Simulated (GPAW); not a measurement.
# MoN2 (P4/mbm) in GPAW: notebook

The runs below take MoN2 through band structure, with PBEsol+U.

Everything below comes from runs of GPAW 26.7.0. Logs are shortened: lines on timing, memory, paths and dates and some standing lists are left out, and cuts for length are marked. The log counts tension as positive stress, the text compression.

**1. The crystal as given**

The structure is tetragonal, space group P4/mbm (No. 127). The conventional cell has a = 4.348 Å, b = 4.348 Å, c = 2.767 Å, α = 90.00°, β = 90.00°, γ = 90.00°. Around Mo (site symmetry 4/m) lie 8 N at 2.24 Å. N (site symmetry m2m) has 1 N at 1.37 Å as nearest neighbours.

Measurements of this composition are mostly on another form, of space group No. 160.

**2. Band structure, PBEsol+U**

Contents of run.py:

```python
from ase import Atoms
from ase.dft.bandgap import bandgap
from ase.io import write
from ase.units import GPa
from gpaw import GPAW, PW, setup_paths

setup_paths.insert(0, '.')

atoms = Atoms(['Mo', 'Mo', 'N', 'N', 'N', 'N'],
              cell=[[4.348053, 0.0, 0.0],
                    [0.0, 4.348053, 0.0],
                    [0.0, 0.0, 2.76746]],
              scaled_positions=[[0.0, 0.0, 0.0],
                                [0.5, 0.5, 0.0],
                                [0.611647, 0.888353, 0.5],
                                [0.388353, 0.111647, 0.5],
                                [0.111647, 0.611647, 0.5],
                                [0.888353, 0.388353, 0.5]],
              pbc=True)

calc = GPAW(mode=PW(800),
            xc='PBEsol',
            kpts={'size': (5, 5, 7), 'gamma': True},
            occupations={'name': 'fermi-dirac', 'width': 0.05},
            setups={'Mo': ':d,1.0'},
            nbands=43,
            convergence={'density': 1e-05, 'energy': 1e-05},
            maxiter=150,
            txt='gpaw.txt')
atoms.calc = calc
energy = atoms.get_potential_energy()
forces = atoms.get_forces()
stress = atoms.get_stress()
calc.write('gs.gpw')
write('result.traj', atoms)
print(f'Energy: {energy:.6f} eV')
print('Forces (eV/A):')
print(forces.round(4))
print('Stress (GPa):', (stress / GPa).round(3))
print('Fermi level:', round(calc.get_fermi_level(), 4), 'eV')
print(f'Gap: {bandgap(calc)[0]:.4f} eV, direct: {bandgap(calc, direct=True)[0]:.4f} eV')

path = atoms.cell.bandpath('GXMGZRAZ,XR,MA', npoints=80, eps=1e-4)
bs_calc = calc.fixed_density(kpts=path, symmetry='off', nbands=60,
                             convergence={'bands': 'CBM+6.0', 'eigenstates': 1e-6}, txt='bands.txt')
bs = bs_calc.band_structure()
bs.write('bs.json')
print(f'Gap on the path: {bandgap(bs_calc)[0]:.4f} eV')
```

Potentials or basis: PAW data sets generated in the run's folder for this functional, pw.

Command:

```
> gpaw-setup -f PBEsol Mo N
> OMP_NUM_THREADS=1 python run.py
```

gpaw.txt:

```text
__  _  _
 | _ |_)|_||  |
 |__||  | ||/\| - 26.7.0

Input parameters:
  mode=PW(ecut=800.0),
  convergence={'density': 1e-05, 'energy': 1e-05},
  kpts=MonkhorstPack(size=(5, 5, 7), gamma=True),
  maxiter=150,
  nbands=43,
  occupations=Occupations(name='fermi-dirac', width=0.05),
  setups={'Mo': ':d,1.0'},
  xc=XC(name='PBEsol')

Diagonalizing LCAO Hamiltonian
Converting LCAO to pw mode
    .----------.
   /|          |
  / |     N    |
 *  N-------N--.
 | /  N Mo    /
 |/          /
 Mo---------*

Atoms  # Å, Bohr magnetons
|   | symbol |        x |        y |        z |    initial magnetic moments |
|---|--------|----------|----------|----------|-----------------------------|
| 0 |     Mo | 0.000000 | 0.000000 | 0.000000 | ( 0.0000,  0.0000,  0.0000) |
| 1 |     Mo | 2.174027 | 2.174027 | 0.000000 | ( 0.0000,  0.0000,  0.0000) |
| 2 |      N | 2.659474 | 3.862606 | 1.383730 | ( 0.0000,  0.0000,  0.0000) |
| 3 |      N | 1.688579 | 0.485447 | 1.383730 | ( 0.0000,  0.0000,  0.0000) |
| 4 |      N | 0.485447 | 2.659474 | 1.383730 | ( 0.0000,  0.0000,  0.0000) |
| 5 |      N | 3.862606 | 1.688579 | 1.383730 | ( 0.0000,  0.0000,  0.0000) |

Unit cell  # Å
| periodic |        x |        y |        z |  lengths |    angles |
|----------|----------|----------|----------|----------|-----------|
|      yes | 4.348053 | 0.000000 | 0.000000 | 4.348053 | 90.000000 |
|      yes | 0.000000 | 4.348053 | 0.000000 | 4.348053 | 90.000000 |
|      yes | 0.000000 | 0.000000 | 2.767460 | 2.767460 | 90.000000 |

Number of symmetries: 8
Symmetry operations  # r_c * U_cc + t_c -> r_c
|   | kind |            matrix            |
|---|------|------------------------------|
| 0 |  E   |  1, 0, 0,  0, 1, 0,  0, 0, 1 |
| 1 |  σ   |  1, 0, 0,  0, 1, 0,  0, 0,-1 |
| 2 |  C4  |  0, 1, 0, -1, 0, 0,  0, 0, 1 |
| 3 |  S4  |  0, 1, 0, -1, 0, 0,  0, 0,-1 |
| 4 |  C4  |  0,-1, 0,  1, 0, 0,  0, 0, 1 |
| 5 |  S4  |  0,-1, 0,  1, 0, 0,  0, 0,-1 |
| 6 |  C2  | -1, 0, 0,  0,-1, 0,  0, 0, 1 |
| 7 |  i   | -1, 0, 0,  0,-1, 0,  0, 0,-1 |

BZ-sampling:
  Number of BZ points: 175
  Number of IBZ points: 28

  Monkhorst-Pack size: [5, 5, 7]
  Monkhorst-Pack shift: [0, 0, 0]

K-points  # in reciprocal-cell coordinates
|     |                                coordinates |     weight |
|-----|--------------------------------------------|------------|
|   0 | (  0.00000000,   0.00000000,   0.00000000) | 0.00571429 |
|   1 | (  0.00000000,   0.00000000,   0.14285714) | 0.01142857 |
|   2 | (  0.00000000,   0.00000000,   0.28571429) | 0.01142857 |
|   3 | (  0.00000000,   0.00000000,   0.42857143) | 0.01142857 |
|   4 | (  0.20000000,   0.00000000,   0.00000000) | 0.02285714 |
|   5 | (  0.20000000,   0.00000000,   0.14285714) | 0.04571429 |
|   6 | (  0.20000000,   0.00000000,   0.28571429) | 0.04571429 |
|   7 | (  0.20000000,   0.00000000,   0.42857143) | 0.04571429 |
|   8 | (  0.20000000,   0.20000000,   0.00000000) | 0.02285714 |
|   9 | (  0.20000000,   0.20000000,   0.14285714) | 0.04571429 |
| ... |                                            |            |
|  27 | (  0.40000000,   0.40000000,   0.42857143) | 0.04571429 |

Plane wave coefficients: 2709
Cutoff: 800.0 eV

Spin-components: 1 (collinear spins)
Bands:           43
Projectors:      32
Spin-degeneracy: 2
Datatype:        complex128

Parallelization:
  kpt:    1
  domain: 1
  band:   1

Density:
  Valence electrons: 48.0
  Components: 1
  Grid points: [30 30 20]
  Charge: 0.0  # |e|

Potential:
  Grid points: [30 30 20]

species:
  Mo:
    name:    Molybdenum
    Z:       42.0
    valence: 14
    core:    28
    charge:  0.0  # [|e|]
    Hubbard: {U: 1.0,  # eV
              l: 2,
              scale: True}
    compensation charges:
      type: gauss
      rc: 0.38  # [Å]
      lmax: 2
    cutoffs:
      filter: 2.16  # [Å]
      core: 1.42  # [Å]
    projectors
    | kind |    occ | energy [eV] | rcut [Å] |
    |------|--------|-------------|----------|
    |   4s |  2.000 |     -64.262 |    1.238 |
    |   5s |  1.000 |      -4.116 |    1.238 |
    |   4p |  6.000 |     -38.461 |    1.296 |
    |   5p |  0.000 |      -1.012 |    1.296 |
    |   4d |  5.000 |      -3.770 |    1.296 |
    |    d |        |      23.442 |    1.296 |

    Using partial waves for Mo as LCAO basis

  N:
    name:    Nitrogen
    Z:       7.0
    valence: 5
    core:    2
    charge:  0.0  # [|e|]
    compensation charges:
      type: gauss
      rc: 0.18  # [Å]
      lmax: 2
    cutoffs:
      filter: 1.11  # [Å]
      core: 0.96  # [Å]
    projectors
    | kind |    occ | energy [eV] | rcut [Å] |
    |------|--------|-------------|----------|
    |   2s |  2.000 |     -18.455 |    0.603 |
    |   2p |  3.000 |      -7.035 |    0.529 |
    |    s |        |       8.756 |    0.603 |
    |    p |        |      20.177 |    0.529 |
    |    d |        |       0.000 |    0.577 |

    Using partial waves for N as LCAO basis

Reference energy: -226053.302827  # eV

eigensolver:
  PPCG
  Converge bands: occupied
  niter=2

density mixing:
  MSR1-Mixer
  Pratt-step length: 0.05
  Maximum mixing coefficient: 0.75
  Old densities: 10
  SVD Regularization: 0.005
  Good broyden scale: 1.0
  Trust region scale: 1.0
  Backstep threshold: 4.0
  History deletion threshold: 6.0
  Fourier metric: weight=20.0, sigma=0.015

occupation numbers:
  Fermi-Dirac:
    width: 0.0500  # eV

poisson solver:
  ecut: 6400.0  # eV

xc functional:
  name: PBEsol with 2 nearest neighbor stencil

convergence criteria:
- Maximum integral of absolute [dens]ity change: 1e-05 electrons / valence electron
- Maximum [total energy] change in last 3 cyles: 1e-05 eV / valence electron
- Maximum integral of absolute [eigenst]ate change: 4e-08 eV^2 / valence electron
maximum number of iterations: 150

SCF iterations
|iter     | |      energy | eigst |  dens |
|---------|-|-------------|-------|-------|
|iter:   1| |  -64.864516 | +0.48 |       |
|iter:   2| |  -62.242731 | -1.53 | -0.84 |
|iter:   3| |  -57.642617 | -0.79 | -0.91 |
|iter:   4| |  -57.230404 | -1.98 | -1.39 |
|iter:   5| |  -57.242089 | -2.58 | -1.71 |
|iter:   6| |  -57.237117 | -3.47 | -2.15 |
|iter:   7| |  -57.228245 | -3.78 | -2.26 |
|iter:   8| |  -57.228308 | -4.70 | -2.77 |
|iter:   9| |  -57.228319c| -6.13 | -3.48 |
|iter:  10| |  -57.228311c| -7.00 | -3.93 |
|iter:  11| |  -57.228311c| -7.88c| -4.38 |
|iter:  12| |  -57.228311c| -8.10c| -5.13c|

Converged in 12 steps
Energy contributions relative to reference atoms: (reference = -226053.302827)

Energy contributions:
  Kinetic:          -8.300914
  Coulomb:          -3.396448
  Zero:             -0.367976
  External:          0.000000
  Xc:              -45.153650
  Entropy:          -0.018648
  Spinorbit:         0.000000
  ----------------------------
  Free energy:     -57.237635
  Extrapolated:    -57.228311

dipole moment: (-16.318803, -16.318803, -20.773269)  # |e|*Ang

Fermi level: 13.592
Eigenvalues  # (at kpt = [0.000, 0.000, 0.000])
| band index |      eig [eV] | occ [0-2] |
|------------|---------------|-----------|
|          0 |       -48.404 |     2.000 |
|        ... |               |           |
|         16 |         7.543 |     2.000 |
|         17 |         8.813 |     2.000 |
|         18 |         9.670 |     2.000 |
|         19 |         9.703 |     2.000 |
|         20 |        10.685 |     2.000 |
|         21 |        10.685 |     2.000 |
[... 8 lines left out ...]
|         30 |        19.418 |     0.000 |
|         31 |        19.418 |     0.000 |
|        ... |               |           |
|         42 |        33.554 |     0.000 |

No gap
No difference between direct/indirect transitions

Forces  # eV/Ang
|        x |        y |       z |
|----------|----------|---------|
| -0.00000 |  0.00000 | 0.00000 |  # Mo   0
|  0.00000 | -0.00000 | 0.00000 |  # Mo   1
| -0.05264 |  0.05263 | 0.00000 |  # N    2
|  0.05264 | -0.05263 | 0.00000 |  # N    3
| -0.05263 | -0.05264 | 0.00000 |  # N    4
|  0.05263 |  0.05264 | 0.00000 |  # N    5

Stress tensor  # eV/Ang^3
|        x |        y |        z |
|----------|----------|----------|
| 0.091975 | 0.000000 | 0.000000 |
| 0.000000 | 0.091975 | 0.000000 |
| 0.000000 | 0.000000 | 0.096136 |

# Writing to gs.gpw (mode='')
```

It took 2.6 min on 1 thread of Arm Neoverse V2, shared host; peak memory 0.54 GiB.

Results:

| Item | Value |
| --- | --- |
| Free energy | -57.2376 eV |
| Pressure | -15.0 GPa |
| Largest force | 0.074 eV/Å |
| Band gap along the path | none (metal or under the smearing width) |

Forces in eV/Å, atoms in the order of the input:
```
Mo   0.000  0.000  0.000
Mo   0.000  0.000  0.000
N   -0.053  0.053  0.000
N    0.053 -0.053  0.000
N   -0.053 -0.053  0.000
N    0.053  0.053  0.000
```

Stress tensor (GPa, compression positive):
```
-14.74   0.00   0.00
  0.00 -14.74   0.00
  0.00   0.00 -15.40
```

Levels at the corners of the path, in eV from the Fermi level:
```tsv
point	band 20	band 21	band 22	band 23	band 24	band 25	band 26	band 27	band 28	band 29
Γ	-3.89	-2.91	-2.91	-2.22	-1.95	0.68	0.68	1.00	1.60	2.21
X	-4.24	-1.91	-1.91	-1.22	-1.22	-0.45	-0.45	2.21	2.21	3.29
M	-3.77	-0.80	-0.80	0.44	0.44	0.57	0.57	1.08	1.08	2.79
Γ	-3.89	-2.91	-2.91	-2.22	-1.95	0.68	0.68	1.00	1.60	2.21
Z	-2.73	-2.00	-2.00	0.67	1.13	2.05	2.12	2.40	2.40	2.80
R	-4.16	-2.46	-2.46	-1.20	-1.20	2.40	2.40	3.03	3.03	3.50
A	-5.31	-5.01	-5.01	-1.48	-1.48	2.39	2.39	3.36	3.36	4.10
Z	-2.73	-2.00	-2.00	0.67	1.13	2.05	2.12	2.40	2.40	2.80
X	-4.24	-1.91	-1.91	-1.22	-1.22	-0.45	-0.45	2.21	2.21	3.29
R	-4.16	-2.46	-2.46	-1.20	-1.20	2.40	2.40	3.03	3.03	3.50
M	-3.77	-0.80	-0.80	0.44	0.44	0.57	0.57	1.08	1.08	2.79
A	-5.31	-5.01	-5.01	-1.48	-1.48	2.39	2.39	3.36	3.36	4.10
```

Caveat: U without spin polarisation on a metal has little footing.

**3. Band structure, PBEsol+U**

run.py: that of step 2 with these lines changed.

```diff
@@ -24,3 +24,3 @@
             occupations={'name': 'fermi-dirac', 'width': 0.05},
-            setups={'Mo': ':d,1.0'},
+            setups={'Mo': ':d,2.0'},
             nbands=43,
```

Potentials or basis: PAW data sets generated in the run's folder for this functional, pw.

Command:

```
> gpaw-setup -f PBEsol Mo N
> OMP_NUM_THREADS=1 python run.py
```

Run time: 2.6 min. Hardware: 1 thread of Arm Neoverse V2, shared host; peak memory 0.54 GiB.

The run converged. Its results:

```yaml
Free_energy: -54.9425 eV
Pressure: -13.9 GPa
Largest_force: 0.150 eV/Å
Band_gap_along_the_path: none (metal or under the smearing width)
```

Forces in eV/Å, atoms in the order of the input:
```
Mo   0.000  0.000  0.000
Mo   0.000  0.000  0.000
N   -0.106  0.106  0.000
N    0.106 -0.106  0.000
N   -0.106 -0.106  0.000
N    0.106  0.106  0.000
```

Stress tensor (GPa, compression positive):
```
-14.13   0.00   0.00
  0.00 -14.13   0.00
  0.00   0.00 -13.31
```

Levels at the corners of the path, in eV from the Fermi level:
| point | band 22 | band 23 | band 24 | band 25 | band 26 | band 27 |
| --- | --- | --- | --- | --- | --- | --- |
| Γ | -2.73 | -2.14 | -2.10 | 0.92 | 0.92 | 1.07 |
| X | -1.74 | -1.26 | -1.26 | -0.41 | -0.41 | 2.43 |
| M | -0.72 | 0.40 | 0.40 | 0.66 | 0.66 | 1.32 |
| Γ | -2.73 | -2.14 | -2.10 | 0.92 | 0.92 | 1.07 |
| Z | -1.90 | 0.58 | 1.22 | 2.19 | 2.24 | 2.61 |
| R | -2.36 | -1.37 | -1.37 | 2.48 | 2.48 | 3.23 |
| A | -4.85 | -1.63 | -1.63 | 2.51 | 2.51 | 3.56 |
| Z | -1.90 | 0.58 | 1.22 | 2.19 | 2.24 | 2.61 |
| X | -1.74 | -1.26 | -1.26 | -0.41 | -0.41 | 2.43 |
| R | -2.36 | -1.37 | -1.37 | 2.48 | 2.48 | 3.23 |
| M | -0.72 | 0.40 | 0.40 | 0.66 | 0.66 | 1.32 |
| A | -4.85 | -1.63 | -1.63 | 2.51 | 2.51 | 3.56 |

Caveat: U without spin polarisation on a metal has little footing.

**4. Band structure, PBEsol+U**

run.py: that of step 3 with these lines changed.

```diff
@@ -24,3 +24,3 @@
             occupations={'name': 'fermi-dirac', 'width': 0.05},
-            setups={'Mo': ':d,2.0'},
+            setups={'Mo': ':d,3.0'},
             nbands=43,
```

Command:

```
> gpaw-setup -f PBEsol Mo N
> OMP_NUM_THREADS=1 python run.py
```

Run time: 2.8 min. Hardware: 1 thread of Arm Neoverse V2, shared host; peak memory 0.54 GiB.

Results (log left out):

```yaml
Free_energy: -52.7654 eV
Pressure: -11.5 GPa
Largest_force: 0.197 eV/Å
Band_gap_along_the_path: none (metal or under the smearing width)
```

Forces on the atoms (eV/Å):
```
Mo   0.000  0.000  0.000
Mo   0.000  0.000  0.000
N   -0.139  0.139  0.000
N    0.139 -0.139  0.000
N   -0.139 -0.139  0.000
N    0.139  0.139  0.000
```

Stress tensor (GPa, compression positive):
```
-12.16   0.00   0.00
  0.00 -12.16   0.00
  0.00   0.00 -10.16
```

Levels at the corners of the path, in eV from the Fermi level:
```csv
point,band 21,band 22,band 23,band 24,band 25,band 26,band 27,band 28
Γ,-2.53,-2.53,-2.40,-2.13,1.20,1.20,1.23,1.40
X,-1.54,-1.54,-1.41,-1.41,-0.36,-0.36,2.69,2.69
M,-0.64,-0.64,0.25,0.25,0.77,0.77,1.61,1.61
Γ,-2.53,-2.53,-2.40,-2.13,1.20,1.20,1.23,1.40
Z,-1.77,-1.77,0.22,1.31,2.37,2.61,2.85,2.85
R,-2.24,-2.24,-1.71,-1.71,2.66,2.66,3.47,3.47
A,-4.68,-4.68,-1.96,-1.96,2.72,2.72,3.79,3.79
Z,-1.77,-1.77,0.22,1.31,2.37,2.61,2.85,2.85
X,-1.54,-1.54,-1.41,-1.41,-0.36,-0.36,2.69,2.69
R,-2.24,-2.24,-1.71,-1.71,2.66,2.66,3.47,3.47
M,-0.64,-0.64,0.25,0.25,0.77,0.77,1.61,1.61
A,-4.68,-4.68,-1.96,-1.96,2.72,2.72,3.79,3.79
```

Caveat: U without spin polarisation on a metal has little footing.

**5. Band structure, PBEsol+U**

run.py: that of step 4 with these lines changed.

```diff
@@ -24,3 +24,3 @@
             occupations={'name': 'fermi-dirac', 'width': 0.05},
-            setups={'Mo': ':d,3.0'},
+            setups={'Mo': ':d,4.0'},
             nbands=43,
```

Command:

```
> gpaw-setup -f PBEsol Mo N
> OMP_NUM_THREADS=1 python run.py
```

It took 2.9 min on 1 thread of Arm Neoverse V2, shared host; peak memory 0.54 GiB.

The run converged. Its results:

* Free energy: -50.8049 eV
* Pressure: -7.2 GPa
* Largest force: 0.359 eV/Å
* Band gap along the path: none (metal or under the smearing width)

Forces in eV/Å, atoms in the order of the input:
```
Mo   0.000  0.000  0.000
Mo   0.000  0.000  0.000
N   -0.254  0.254  0.000
N    0.254 -0.254  0.000
N   -0.254 -0.254  0.000
N    0.254  0.254  0.000
```

Stress tensor (GPa, compression positive):
```
-8.72  0.00  0.00
 0.00 -8.72  0.00
 0.00  0.00 -4.06
```

Levels at the corners of the path, in eV from the Fermi level:
| point | band 22 | band 23 | band 24 | band 25 | band 26 | band 27 |
| --- | --- | --- | --- | --- | --- | --- |
| Γ | -2.31 | -2.31 | -2.30 | 1.10 | 1.44 | 1.53 |
| X | -1.78 | -1.32 | -1.32 | -0.27 | -0.27 | 2.99 |
| M | -0.56 | -0.05 | -0.05 | 0.88 | 0.88 | 1.95 |
| Γ | -2.31 | -2.31 | -2.30 | 1.10 | 1.44 | 1.53 |
| Z | -1.65 | -0.50 | 1.39 | 2.65 | 3.10 | 3.13 |
| R | -2.36 | -2.13 | -2.13 | 2.93 | 2.93 | 3.74 |
| A | -4.49 | -2.53 | -2.53 | 3.00 | 3.00 | 4.06 |
| Z | -1.65 | -0.50 | 1.39 | 2.65 | 3.10 | 3.13 |
| X | -1.78 | -1.32 | -1.32 | -0.27 | -0.27 | 2.99 |
| R | -2.36 | -2.13 | -2.13 | 2.93 | 2.93 | 3.74 |
| M | -0.56 | -0.05 | -0.05 | 0.88 | 0.88 | 1.95 |
| A | -4.49 | -2.53 | -2.53 | 3.00 | 3.00 | 4.06 |

Caveat: U without spin polarisation on a metal has little footing.

**6. The reference run**

An earlier run on the cell as given: functional PBEsol; potentials or basis PAW data sets generated in the run's folder for this functional; cutoff 800 eV; basis pw; k mesh 6 × 6 × 10; occupations fermi-dirac, width 0.05 eV; no spin polarisation.

- Pressure: -15.6 GPa
- Largest force: 0.026 eV/Å
- Band gap on the k mesh: none (metal or under the smearing width)

**7. The runs side by side**

| task | level | U | k mesh | band path | band points | pressure (GPa) | largest force (eV/Å) |
| --- | --- | --- | --- | --- | --- | --- | --- |
| band structure | PBEsol+U | Mo d U = 1 eV | 5 × 5 × 7 | GXMGZRAZ,XR,MA | 80 | -15.0 | 0.07 |
| band structure | PBEsol+U | Mo d U = 2 eV | 5 × 5 × 7 | GXMGZRAZ,XR,MA | 80 | -13.9 | 0.15 |
| band structure | PBEsol+U | Mo d U = 3 eV | 5 × 5 × 7 | GXMGZRAZ,XR,MA | 80 | -11.5 | 0.20 |
| band structure | PBEsol+U | Mo d U = 4 eV | 5 × 5 × 7 | GXMGZRAZ,XR,MA | 80 | -7.2 | 0.36 |
| single point | PBEsol | - | 6 × 6 × 10 | - | - | -15.6 | 0.03 |

Alike in all rows: potentials or basis PAW data sets generated in the run's folder for this functional, pw; no spin polarisation; cell as given; cutoff (eV) 800; smearing fermi-dirac 0.05 eV.

The pressure there spans -15.6 GPa (PBEsol) to -7.2 GPa (PBEsol+U); a positive pressure means that this level wants a larger cell, a negative one a smaller.

Caveats: U without spin polarisation on a metal has little footing (some runs); so large a pressure means that the cell lies far from this level's equilibrium, or that cutoff or potentials fall short (some runs).

Absolute energies hang on the potentials; compare differences alone.
